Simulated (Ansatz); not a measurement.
# Er5C: one candidate of a structure search

The task: take a trial cell of Er5C to zero force and stress.

Program: Ansatz 0.2.0. Level of theory: DFT PBE, scalar-relativistic, plane waves, PAW; 4f electrons in the core of a trivalent norm-conserving potential. These are calculated values, not measurements.

## 1. The system as given

It takes space group P-62m (No. 189, hexagonal). Conventional cell: a = 5.820 Å, b = 5.820 Å, c = 5.336 Å, α = 90.00°, β = 90.00°, γ = 120.00°. Er (site symmetry m2m) is surrounded by 10 Er at 3.16 to 3.47 Å and 2 C at 3.23 Å. Er (site symmetry -6) is surrounded by 9 Er at 3.34 to 3.36 Å and 3 C at 3.36 Å. C (site symmetry -62m) is surrounded by 12 Er at 3.23 to 3.36 Å.

Coordinates:

```
Er C
1.0
     5.82001    0.00000    0.00000
    -2.91001    5.04028    0.00000
     0.00000    0.00000    5.33634
Er C
5 1
Direct
  0.31303 0.00000 0.50000
  0.68697 0.68697 0.50000
  0.00000 0.31303 0.50000
  0.33333 0.66667 0.00000
  0.66667 0.33333 0.00000
  0.00000 0.00000 0.00000
```

The cell is invented: species swapped into a database cell of Mg5Pd (P-62m, No. 189), with Er on the Mg sites and C on the Pd sites. Lengths come from tabulated atomic sizes and are only a guess.

## 2. Probe: one point on a coarse mesh

Contents of input.yaml:

```yaml
crystal:
  lattice:
    - [5.82001042, 0.0, 0.0]
    - [-2.91000521, 5.04027687, 0.0]
    - [0.0, 0.0, 5.33633997]
  atoms:
    - { symbol: Er, position: [0.31303453, 0.0, 0.5] }
    - { symbol: Er, position: [0.68696547, 0.68696547, 0.5] }
    - { symbol: Er, position: [0.0, 0.31303453, 0.5] }
    - { symbol: Er, position: [0.33333333, 0.66666667, 0.0] }
    - { symbol: Er, position: [0.66666667, 0.33333333, 0.0] }
    - { symbol: C, position: [0.0, 0.0, 0.0] }
basis:
  ecutwfc: 770
kpoints:
  mp_grid: { grid: [3, 3, 4] }
hamiltonian:
  xc: pbe
  pseudopotentials:
    kind: paw
    azcp: { Er: "pseudopotentials/pbe/nc/lanthanide_3plus/Er.nc.azcp" }
scf:
  occupations: { method: gaussian, width: 0.1 }
  lower_state_search: "off"
output:
  forces: true
  stress: true
  eigenvalues: true
```

On the command line:

```console
ansatz run input.yaml --threads 1 --pin off --max-ram 2560MiB --backend cpu --events-out ev --progress --plain --runs-dir out
```

Further runs follow: rough relaxation on the coarse mesh; another rough relaxation; full relaxation.

Before running it: what results should come out? Wanted: conventional cell; volume; energy over the elements; gap on the mesh.

The runs gave:

| quantity | value |
| --- | --- |
| symmetry at the end (tolerance 0.05 Å) | space group P-62m (No. 189) |
| conventional cell | a = 7.495 Å, b = 7.495 Å, c = 3.479 Å, α = 90.00°, β = 90.00°, γ = 120.00° |
| volume | 28.20 Å³/atom |
| energy over the elements | +0.39 eV/atom |
| gap on the mesh | none (metal) |

What this shows: The space group P-62m (No. 189) is kept, and the volume per atom grows by 8.1 % from the first guess. The formation energy is positive, so the separate elements lie lower. No finished test with a distortion of lower symmetry is shown, so the end may be a saddle point. The runs treat Er without spin-orbit coupling. The lanthanide's 4f electrons sit in the core of its potential, so it is trivalent by construction and shows no f bands or moments.

No U or exact exchange acts on the 4f shell of Er, so a metallic reading can be the functional's.
